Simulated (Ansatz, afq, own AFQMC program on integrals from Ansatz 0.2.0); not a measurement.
# HBr2 (doublet): AFQMC on the coupled-cluster ladder at distance Br1–H2 along a hydrogen transfer = 1.688 Å, cc-pVTZ

Aim: compute HBr2 (doublet) with auxiliary-field quantum Monte Carlo on the same integrals as coupled cluster, and set the energies side by side.

Program: Ansatz 0.2.0, Gaussian basis, and an in-house AFQMC program (afq) on its integrals; all values are calculated. Level of theory: cc-pVTZ, frozen cores. These are calculated values, not measurements.

Plan: CCSD(T) on UHF; PBE (unrestricted); CCSDT(Q) on UHF; r2SCAN (unrestricted); PBE0 (unrestricted); B3LYP (unrestricted); wB97M-V (unrestricted); B2PLYP (unrestricted); Phaseless AFQMC, CISD trial on UHF.

**1. The geometry**

The geometry derives from fragments relaxed apart (PBE0/def2-TZVP) and kept rigid, so it is no stationary point. A hydrogen atom is moved between rigid fragments. No spin-orbit coupling is included. The filled d shell of Br may be among the frozen orbitals whatever the setting's name suggests; the logs give the count.

3 atoms, charge 0, spin multiplicity 2.

Atoms are counted from 1 here; the program's logs count them from 0.

Bond lengths: Br1–H2 1.688 Å, H2–Br3 1.731 Å. Angles: Br1–H2–Br3 180.0°.

**2. CCSD(T) on UHF**

in.yaml reads:

```yaml
crystal:
  periodic: [false, false, false]
  atoms:
    - {symbol: Br, position_ang: [0.000000, 0.000000, -1.702333]}
    - {symbol: H, position_ang: [0.000000, 0.000000, -0.014333]}
    - {symbol: Br, position_ang: [0.000000, 0.000000, 1.716667]}
basis:
  gaussian: {orbitals: cc-pVTZ}
magnetization: {spin_polarized: true, initial_magnetization: 1}
correlation: {method: ccsd_t, electrons: outside_noble_gas, hamiltonian_folder: ham}
```

Launch:

```sh
$ ansatz run in.yaml --threads 1 --pin off --events-out ev --progress --plain --max-ram 24576MiB --backend cuda --devices 0, --max-vram 18GiB
```

Standard output, shortened:

```text
Functional definition: HF
  name "HF"
  cite "Fock, Z. Phys. 61, 126 (1930) doi:10.1007/BF01340294"
  parent pbe
[...]
635 factors; integrals over basis functions are off by at most 1.2e-3 eV
[...]
mean field -140015.08978686 eV, -5145.4596440304 hartree, gradient 6.1e-6 eV, S^2 0.832621; 8 other end points of the search recorded, 0 dependent functions left out
determinant -140015.08978686 eV, -5145.4596440304 hartree, with singles and doubles -140024.88556486 eV, -5145.8196322324 hartree
determinant -140014.69011779 eV, -5145.4449564631 hartree, with singles and doubles -140024.39873324 eV, -5145.8017415002 hartree
determinant -140013.98001683 eV, -5145.4188607343 hartree, with singles and doubles -140024.28112416 eV, -5145.7974194462 hartree
determinant -140013.42521936 eV, -5145.3984723032 hartree, with singles and doubles -140023.81876699 eV, -5145.7804281337 hartree
determinant -140015.08978686 eV, -5145.4596440304 hartree, with singles and doubles -140024.88604933 eV, -5145.8196500361 hartree
determinant -140014.69011779 eV, -5145.4449564631 hartree, with singles and doubles -140024.41392299 eV, -5145.8022997131 hartree
28 core orbitals not correlated: weight in the atoms' cores, before any rotation towards them, 1.000 or more for the frozen orbitals, at most 0.000 for the correlated occupied ones
reference -140015.08978686 eV, -5145.4596440304 hartree; 8, 7 occupied and 64, 65 virtual orbitals, 635 factors
second order -8.71549059 eV of doubles, -0.00000000 eV of singles
cycle   1  -9.79625255 eV  change    9.9e-6 eV  update   2.9e-6
perturbative correction -0.37384965 eV, -0.0137387212 hartree
Total energy: -140025.25988905 eV, -5145.8333883926 hartree
```

It took 6.5 s on 1 × NVIDIA H100 80GB HBM3 with 1 thread of AMD EPYC 7R13 (Zen 3), shared host; peak host memory 1.7 GiB.

From the report: ⟨S²⟩ of the determinant 0.833 (pure doublet: 0.75); correlation -10.1701 eV; T1 0.017; largest double amplitude 0.08.

This run also writes the integrals to the folder ham.

**3. PBE (unrestricted)**

Changes to in.yaml since step 2:

```diff
@@ -9,2 +9,3 @@
 magnetization: {spin_polarized: true, initial_magnetization: 1}
-correlation: {method: ccsd_t, electrons: outside_noble_gas, hamiltonian_folder: ham}
+hamiltonian: {xc: {name: PBE}}
+output: {orbitals: {seedname: orbitals}}
```

Launch:

```sh
$ ansatz run in.yaml --threads 1 --pin off --events-out ev --progress --plain --max-ram 8192MiB --backend cpu
```

Standard output, shortened:

```text
Functional definition: PBE
  name "PBE"
  cite "Perdew, Burke & Ernzerhof, Phys. Rev. Lett. 77, 3865 (1996) doi:10.1103/PhysRevLett.77.3865"
  parent pbe
[...]
808 factors; their error is unknown
[...]
mean field -140089.28074743 eV, -5148.1861115431 hartree, gradient 1.8e-7 eV, S^2 0.751485; 11 other end points of the search recorded, 0 dependent functions left out
reference -140089.28077715 eV, -5148.1861126351 hartree; 36, 35 occupied and 64, 65 virtual orbitals, 808 factors
Total energy: -140089.28077715 eV, -5148.1861126351 hartree
```

Run time: 15 s. Hardware: 1 thread of AMD EPYC 7R13 (Zen 3), shared host; peak memory 1.7 GiB.

From the report: ⟨S²⟩ of the determinant 0.751 (pure doublet: 0.75).

**4. CCSDT(Q) on UHF**

Changes to in.yaml since step 3:

```diff
@@ -9,3 +9,2 @@
 magnetization: {spin_polarized: true, initial_magnetization: 1}
-hamiltonian: {xc: {name: PBE}}
-output: {orbitals: {seedname: orbitals}}
+correlation: {method: ccsdt_q, electrons: outside_noble_gas}
```

Launch:

```sh
$ ansatz run in.yaml --threads 1 --pin off --events-out ev --progress --plain --max-ram 24576MiB --backend cuda --devices 0, --max-vram 18GiB
```

Standard output, shortened:

```text
Functional definition: HF
  name "HF"
  cite "Fock, Z. Phys. 61, 126 (1930) doi:10.1007/BF01340294"
  parent pbe
[...]
1083 factors; integrals over basis functions are off by at most 2.4e-7 eV
[...]
mean field -140015.08986554 eV, -5145.4596469220 hartree, gradient 4.8e-6 eV, S^2 0.832621; 8 other end points of the search recorded, 0 dependent functions left out
determinant -140015.08986554 eV, -5145.4596469220 hartree, with singles and doubles -140024.88564551 eV, -5145.8196351962 hartree
determinant -140014.69018130 eV, -5145.4449587972 hartree, with singles and doubles -140024.39879835 eV, -5145.8017438930 hartree
determinant -140013.98008394 eV, -5145.4188632006 hartree, with singles and doubles -140024.28118587 eV, -5145.7974217139 hartree
determinant -140013.42529504 eV, -5145.3984750845 hartree, with singles and doubles -140023.81883869 eV, -5145.7804307685 hartree
determinant -140015.08986554 eV, -5145.4596469220 hartree, with singles and doubles -140024.88612972 eV, -5145.8196529904 hartree
determinant -140014.69018130 eV, -5145.4449587972 hartree, with singles and doubles -140024.41398745 eV, -5145.8023020822 hartree
28 core orbitals not correlated: weight in the atoms' cores, before any rotation towards them, 1.000 or more for the frozen orbitals, at most 0.000 for the correlated occupied ones
reference -140015.08986554 eV, -5145.4596469220 hartree; 8, 7 occupied and 64, 65 virtual orbitals, 1083 factors
second order -8.71554263 eV of doubles, -0.00000000 eV of singles
cycle   1  -9.46899565 eV  change   -7.5e-1 eV  update   8.4e-2
[...]
cycle  16  -10.20461389 eV  change    1.6e-6 eV  update   5.2e-7
perturbative correction -0.01677781 eV, -0.0006165731 hartree
Total energy: -140025.31125724 eV, -5145.8352761385 hartree
```

Wall time 34 s (1 × NVIDIA H100 80GB HBM3 with 1 thread of AMD EPYC 7R13 (Zen 3), shared host); peak host memory 1.7 GiB.

From the report: ⟨S²⟩ of the determinant 0.833 (pure doublet: 0.75); correlation -10.2214 eV; T1 0.018; largest double amplitude 0.10.

**5. r2SCAN (unrestricted)**

Changes to in.yaml since step 4:

```diff
@@ -9,2 +9,2 @@
 magnetization: {spin_polarized: true, initial_magnetization: 1}
-correlation: {method: ccsdt_q, electrons: outside_noble_gas}
+hamiltonian: {xc: {name: r2SCAN}}
```

Launch:

```sh
$ ansatz run in.yaml --threads 1 --pin off --events-out ev --progress --plain --max-ram 8192MiB --backend cpu
```

Standard output, shortened:

```text
Functional definition: r2SCAN
  name "r2SCAN"
  cite "Furness, Kaplan, Ning, Perdew & Sun, J. Phys. Chem. Lett. 11, 8208 (2020) doi:10.1021/acs.jpclett.0c02405"
  cite "Furness, Kaplan, Ning, Perdew & Sun, J. Phys. Chem. Lett. 11, 9248 (2020) doi:10.1021/acs.jpclett.0c03077"
  parent r2scan
[...]
808 factors; their error is unknown
[...]
mean field -140109.32012231 eV, -5148.9225449869 hartree, gradient 8.5e-6 eV, S^2 0.755047; 14 other end points of the search recorded, 0 dependent functions left out
reference -140109.32013128 eV, -5148.9225453164 hartree; 36, 35 occupied and 64, 65 virtual orbitals, 808 factors
Total energy: -140109.32013128 eV, -5148.9225453164 hartree
```

Run time: 47 s. Hardware: 1 thread of AMD EPYC 7R13 (Zen 3), shared host; peak memory 1.7 GiB.

From the report: ⟨S²⟩ of the determinant 0.755 (pure doublet: 0.75).

**6. PBE0 (unrestricted)**

Changes to in.yaml since step 5:

```diff
@@ -9,2 +9,3 @@
 magnetization: {spin_polarized: true, initial_magnetization: 1}
-hamiltonian: {xc: {name: r2SCAN}}
+hamiltonian: {xc: {name: PBE0}}
+output: {orbitals: {seedname: orbitals}}
```

The command is unchanged.

Standard output, shortened:

```text
Functional definition: PBE0
  name "PBE0"
  cite "Adamo & Barone, J. Chem. Phys. 110, 6158 (1999) doi:10.1063/1.478522"
  cite "Perdew, Burke & Ernzerhof, Phys. Rev. Lett. 77, 3865 (1996) doi:10.1103/PhysRevLett.77.3865"
  parent pbe
[...]
635 factors; integrals over basis functions are off by at most 1.2e-3 eV
[...]
mean field -140093.89927162 eV, -5148.3558391763 hartree, gradient 1.4e-6 eV, S^2 0.762215; 3 other end points of the search recorded, 0 dependent functions left out
reference -140093.89929377 eV, -5148.3558399905 hartree; 36, 35 occupied and 64, 65 virtual orbitals, 635 factors
Total energy: -140093.89929377 eV, -5148.3558399905 hartree
```

It took 16 s on 1 thread of AMD EPYC 7R13 (Zen 3), shared host; peak memory 1.7 GiB.

From the report: ⟨S²⟩ of the determinant 0.762 (pure doublet: 0.75).

**7. B3LYP (unrestricted)**

Changes to in.yaml since step 6:

```diff
@@ -9,3 +9,2 @@
 magnetization: {spin_polarized: true, initial_magnetization: 1}
-hamiltonian: {xc: {name: PBE0}}
-output: {orbitals: {seedname: orbitals}}
+hamiltonian: {xc: {name: B3LYP}}
```

Same command.

Standard output, shortened:

```text
Functional definition: B3LYP
  name "B3LYP"
  cite "Stephens, Devlin, Chabalowski & Frisch, J. Phys. Chem. 98, 11623 (1994) doi:10.1021/j100096a001"
  cite "Becke, Phys. Rev. A 38, 3098 (1988) doi:10.1103/PhysRevA.38.3098"
  cite "Lee, Yang & Parr, Phys. Rev. B 37, 785 (1988) doi:10.1103/PhysRevB.37.785"
  cite "Vosko, Wilk & Nusair, Can. J. Phys. 58, 1200 (1980) doi:10.1139/p80-159"
[...]
635 factors; integrals over basis functions are off by at most 1.2e-3 eV
[...]
mean field -140111.85509723 eV, -5149.0157035969 hartree, gradient 7.6e-6 eV, S^2 0.758754; 5 other end points of the search recorded, 0 dependent functions left out
reference -140111.85530724 eV, -5149.0157113145 hartree; 36, 35 occupied and 64, 65 virtual orbitals, 635 factors
Total energy: -140111.85530724 eV, -5149.0157113145 hartree
```

Wall time 18 s (1 thread of AMD EPYC 7R13 (Zen 3), shared host); peak memory 1.7 GiB.

From the report: ⟨S²⟩ of the determinant 0.759 (pure doublet: 0.75).

**8. wB97M-V (unrestricted)**

Changes to in.yaml since step 7:

```diff
@@ -9,2 +9,3 @@
 magnetization: {spin_polarized: true, initial_magnetization: 1}
-hamiltonian: {xc: {name: B3LYP}}
+hamiltonian: {xc: {name: wB97M-V}}
+output: {orbitals: {seedname: orbitals}}
```

Launched as before.

Standard output, shortened:

```text
Functional definition: wB97M-V
  name "wB97M-V"
  cite "Mardirossian & Head-Gordon, J. Chem. Phys. 144, 214110 (2016) doi:10.1063/1.4952647"
  cite "Becke, J. Chem. Phys. 107, 8554 (1997) doi:10.1063/1.475007"
  cite "Vydrov & Van Voorhis, J. Chem. Phys. 133, 244103 (2010) doi:10.1063/1.3521275"
  # Of w^i u^j: cxij and so on, Table III.
[...]
  gx(w, u) = 1 - cx + cx01*u + cx10*w
  gss(w, u) = css00 + css04*u^4 + css10*w + css20*w^2 + css43*w^4*u^3
  gos(w, u) = cos00 + cos10*w + (cos20 + cos21*u)*w^2 + (cos60 + cos61*u)*w^6
[...]
      + integral(e_c_pw_mod_opposite_spin*gos(b97_w_opposite, b97_u_opposite)) + vv10(b, c)
635 factors; integrals over basis functions are off by at most 1.2e-3 eV
123 factors; integrals over basis functions are off by at most 4.5e-5 eV
[...]
mean field -140102.05646378 eV, -5148.6556104594 hartree, gradient 6.3e-6 eV, S^2 0.766235; 2 other end points of the search recorded, 0 dependent functions left out
reference -140102.05649594 eV, -5148.6556116410 hartree; 36, 35 occupied and 64, 65 virtual orbitals, 635 factors
Total energy: -140102.05649594 eV, -5148.6556116410 hartree
```

Wall time 24 s (1 thread of AMD EPYC 7R13 (Zen 3), shared host); peak memory 1.7 GiB.

From the report: ⟨S²⟩ of the determinant 0.766 (pure doublet: 0.75).

**9. B2PLYP (unrestricted)**

Changes to in.yaml since step 8:

```diff
@@ -9,3 +9,3 @@
 magnetization: {spin_polarized: true, initial_magnetization: 1}
-hamiltonian: {xc: {name: wB97M-V}}
-output: {orbitals: {seedname: orbitals}}
+hamiltonian: {xc: {name: B2PLYP}}
+correlation: {electrons: outside_noble_gas}
```

The command is unchanged.

Standard output, shortened:

```text
Functional definition: B2PLYP
  name "B2PLYP"
  cite "Grimme, J. Chem. Phys. 124, 034108 (2006) doi:10.1063/1.2148954"
  cite "Becke, Phys. Rev. A 38, 3098 (1988) doi:10.1103/PhysRevA.38.3098"
  cite "Lee, Yang & Parr, Phys. Rev. B 37, 785 (1988) doi:10.1103/PhysRevB.37.785"
[...]
635 factors; integrals over basis functions are off by at most 1.2e-3 eV
[...]
mean field -140084.40882907 eV, -5148.0070718455 hartree, gradient 4.1e-6 eV, S^2 0.779243; 6 other end points of the search recorded, 0 dependent functions left out
28 core orbitals not correlated: weight in the atoms' cores, before any rotation towards them, 1.000 or more for the frozen orbitals, at most 0.000 for the correlated occupied ones
reference -140084.40896318 eV, -5148.0070767740 hartree; 8, 7 occupied and 64, 65 virtual orbitals, 635 factors
second order -10.73640811 eV of doubles, -0.00000000 eV of singles
Total energy: -140087.30779337 eV, -5148.1136068186 hartree
```

Wall time 12 s (1 thread of AMD EPYC 7R13 (Zen 3), shared host); peak memory 1.7 GiB.

From the report: ⟨S²⟩ of the determinant 0.779 (pure doublet: 0.75).

**10. Phaseless AFQMC, CISD trial on UHF**

It reads the integrals that the CCSD(T) run on this determinant wrote.

Launch:

```sh
$ afq ham --method phaseless --trial cisd --walkers 2500 --populations 20 --least-time 60 --time-step 0.005 --steps-per-block 50 --equilibration-blocks 28 --max-blocks 4000 --target-error 0.00023 --factor-cut 1e-05 --start spin_pure --seed 7905 --release-times 0.24,0.51,0.99,1.5 --release-step 0.03 --release-every 4 --taylor-order 6
```

Standard output:

```text
orbitals 72  electrons 8 7  factors 511 of 635
reference energy -5145.45964403 Eh
CCSD correlation -0.36000546 Eh in 11 cycles, weight of the determinant in the CISD state 0.8479
energy of the start -5145.814081 Eh
 block  time / (1/Eh)  mean weight  energy / Eh
     1     0.250  0.9998  -5145.810290
     2     0.500  1.0003  -5145.816116
     3     0.750  0.9997  -5145.821527
     4     1.000  1.0001  -5145.825945
     5     1.250  1.0001  -5145.829209
     6     1.500  1.0000  -5145.830801
     7     1.750  1.0002  -5145.832946
     8     2.000  1.0001  -5145.833045
     9     2.250  1.0000  -5145.833622
    10     2.500  0.9998  -5145.834625
    11     2.750  1.0003  -5145.835355
    12     3.000  1.0002  -5145.834607
    13     3.250  1.0002  -5145.834448
    14     3.500  0.9995  -5145.834355
    15     3.750  0.9998  -5145.832285
    16     4.000  0.9997  -5145.833457
    17     4.250  0.9994  -5145.833978
    18     4.500  1.0002  -5145.834992
    19     4.750  0.9994  -5145.835424
    20     5.000  1.0001  -5145.836199
    21     5.250  0.9995  -5145.835941
    22     5.500  1.0004  -5145.836270
    23     5.750  1.0003  -5145.834553
    24     6.000  0.9999  -5145.835559
    25     6.250  1.0000  -5145.835934
    26     6.500  1.0004  -5145.835227
    27     6.750  0.9999  -5145.834544
    28     7.000  0.9999  -5145.833703
    29     7.250  1.0002  -5145.834081
    30     7.500  1.0001  -5145.834094
    31     7.750  0.9999  -5145.833778
    32     8.000  1.0000  -5145.833952
    33     8.250  1.0002  -5145.834330
    34     8.500  1.0004  -5145.834269
    35     8.750  1.0000  -5145.834303
    36     9.000  1.0001  -5145.834925
    37     9.250  1.0000  -5145.835497
    38     9.500  0.9995  -5145.834620
    39     9.750  0.9999  -5145.834515
    40    10.000  0.9998  -5145.833883
    41    10.250  1.0001  -5145.835377
    42    10.500  1.0004  -5145.834613
    43    10.750  0.9994  -5145.835556
    44    11.000  1.0002  -5145.834729
    45    11.250  1.0005  -5145.834815
    46    11.500  1.0003  -5145.835564
    47    11.750  0.9998  -5145.834567
    48    12.000  1.0003  -5145.833824
    49    12.250  0.9997  -5145.833429
    50    12.500  1.0003  -5145.834573
    51    12.750  0.9996  -5145.834609
    52    13.000  0.9993  -5145.835123
    53    13.250  0.9995  -5145.834724
    54    13.500  1.0003  -5145.834169
    55    13.750  0.9994  -5145.834431
    56    14.000  1.0002  -5145.834970
    57    14.250  1.0002  -5145.834546
    58    14.500  1.0002  -5145.834711
    59    14.750  0.9996  -5145.833935
    60    15.000  0.9998  -5145.833745
    61    15.250  1.0006  -5145.834517
    62    15.500  0.9998  -5145.834333
    63    15.750  1.0000  -5145.834514
    64    16.000  1.0002  -5145.834415
    65    16.250  1.0002  -5145.835091
    66    16.500  1.0003  -5145.835707
    67    16.750  1.0005  -5145.835229
    68    17.000  1.0002  -5145.834169
    69    17.250  1.0005  -5145.833634
    70    17.500  1.0003  -5145.834290
    71    17.750  0.9998  -5145.834283
    72    18.000  1.0000  -5145.834252
    73    18.250  1.0001  -5145.834160
    74    18.500  1.0009  -5145.833332
    75    18.750  1.0002  -5145.833950
    76    19.000  0.9998  -5145.833941
    77    19.250  1.0000  -5145.834065
    78    19.500  1.0001  -5145.834639
error from the spread of 20 populations
released: time / (1/Eh)  energy / Eh  error  mean overlap
  0.24  -5145.834729  0.000175  0.9970
  0.51  -5145.835035  0.000157  0.9879
  0.99  -5145.835134  0.000272  0.9857
  1.50  -5145.835987  0.000278  0.9643
energy -5145.834456 +/- 0.000181 Eh
```

It took 90 s on 1 × NVIDIA H100 80GB HBM3 with 2 threads of AMD EPYC 7R13 (Zen 3), shared host; peak host memory 1.7 GiB.

Energy -140025.2889 ± 0.0049 eV. Caveats: constraint bias not in the error.

**11. All levels side by side**

On the UHF determinant, counted from CCSDT(Q) (a yardstick, not exact):

```
                                                level   energy (eV)  from CCSDT(Q) (kJ/mol)  statistical error (kJ/mol)  time
                                                   HF  -140015.0898                  +986.2                                  
                                                  MP2  -140023.8053                  +145.3                                  
                                                 CCSD  -140024.8860                   +41.0                                  
                                              CCSD(T)  -140025.2599                    +5.0                                  
                                             CCSDT(Q)  -140025.3113                     0.0                                  
Phaseless AFQMC, CISD trial, step 0.005, 2500 walkers  -140025.2889                    +2.2                         0.5  90 s
```

The functionals' totals stand on their own zeros and serve differences with other points: PBE -140089.281 eV; r2SCAN -140109.320 eV; PBE0 -140093.899 eV; B3LYP -140111.855 eV; wB97M-V -140102.056 eV; B2PLYP -140087.308 eV.

**12. What came out**

```
                                        quantity              value
                    CCSD(T) on UHF from CCSDT(Q)        +5.0 kJ/mol
Phaseless AFQMC, CISD trial on UHF from CCSDT(Q)  +2.2 ± 0.5 kJ/mol
```

**Reading.** On UHF the phaseless walk with the CISD trial lies +2.2 kJ/mol from CCSDT(Q), 5 times its error bar. Error bars are statistical and leave out the constraint, the time step and what remains of the start.
